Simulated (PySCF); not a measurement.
**Sb³⁺: ionisation energy in def2-TZVPPD with ECP28**

Aim: the ionisation energy of antimony from differences of total energies, at each level of theory, and how far each lands from the tabulated value where there is one.

Program: PySCF 2.14.0. Level of theory: unrestricted determinants in a Gaussian basis, no spin-orbit coupling in the energies. These are calculated values, not measurements, unless marked.

## 1. What is computed

| Quantity | Value |
| --- | --- |
| Element | antimony (Z = 51) |
| Basis | def2-TZVPPD with the def2 core potential (28 electrons) (7s5p4d2f, 56 functions) |
| Hamiltonian | a scalar-relativistic core potential |
| State 1 | Sb³⁺: [Kr] 4d10 5s2, closed-shell 1S |
| Needed too, but not shown | Sb²⁺ [Kr] 4d10 5s2 5p1 (2P) |
| Methods | CCSD(T) |
| Core shells frozen in the correlated runs | valence and next inner shell: nothing (for Sb³⁺) |

Outer shells as boxes (Hund's rule):

Sb3+ [Kr] 4d10 5s2
```
[Kr] core
4d [↑↓][↑↓][↑↓][↑↓][↑↓]
5s [↑↓]
```

The runs were made by one driver on top of PySCF. The scripts below sum up each run's settings (the driver also hands on starting orbitals that pick excited configurations, and frozen orbitals as a list rather than a count), and the logs come from the driver's own runs. The driver starts from symmetry-adapted Hartree-Fock orbitals, holds the occupation by maximum overlap and uses a logarithmic radial grid for functionals, so a plain start would take other cycles.

The integrals over 56 functions and the set-up took 0.28 s of CPU time.

## 2. Sb³⁺: CCSD(T) (valence and next inner shell)

Level: CCSD(T) (valence and next inner shell).

input.py reads:

```python
from pyscf import gto, scf, dft, mp, cc
import basis_set_exchange as bse
txt = bse.get_basis("def2-TZVPPD", elements=["Sb"], fmt="nwchem", header=False)
cut = txt.index("\nECP")
mol = gto.M(atom="Sb 0 0 0", charge=3, spin=0, symmetry="D2h",
            basis=gto.basis.parse(txt[:cut]),
            ecp={"Sb": gto.basis.parse_ecp(txt[cut:])})
mf = scf.UHF(mol)
mf.irrep_nelec = {'Ag': (4, 4), 'B1g': (1, 1), 'B2g': (1, 1), 'B3g': (1, 1), 'B1u': (1, 1), 'B2u': (1, 1), 'B3u': (1, 1)}
mf.kernel()
mycc = cc.CCSD(mf, frozen=0).run()
mycc.ccsd_t()
```

Q: Predict the outcome of this session.

**Answer**, as computed:

| quantity | value |
| --- | --- |
| ionisation energy, Sb²⁺ | UHF 24.143, CCSD(T) (valence and next inner shell) 24.593 eV; reference 25.323 |

Accuracy by level (over 1 difference):

```
                                method  mean absolute miss against CCSD(T) (valence and next inner shell) (eV)
                                   UHF                                                                   0.450
    MP2 (valence and next inner shell)                                                                   0.053
SCS-MP2 (valence and next inner shell)                                                                   0.119
   CCSD (valence and next inner shell)                                                                   0.017
CCSD(T) (valence and next inner shell)                                                                   0.000
```

What this shows: The methods span 0.450 eV, from UHF (24.143) to CCSD(T) (valence and next inner shell) (24.593). The reference is uncertain or not like for like (spin-orbit coupling or other relativistic terms), so no ranking of close methods is drawn. All values hold for this basis alone; no basis-set limit was taken.
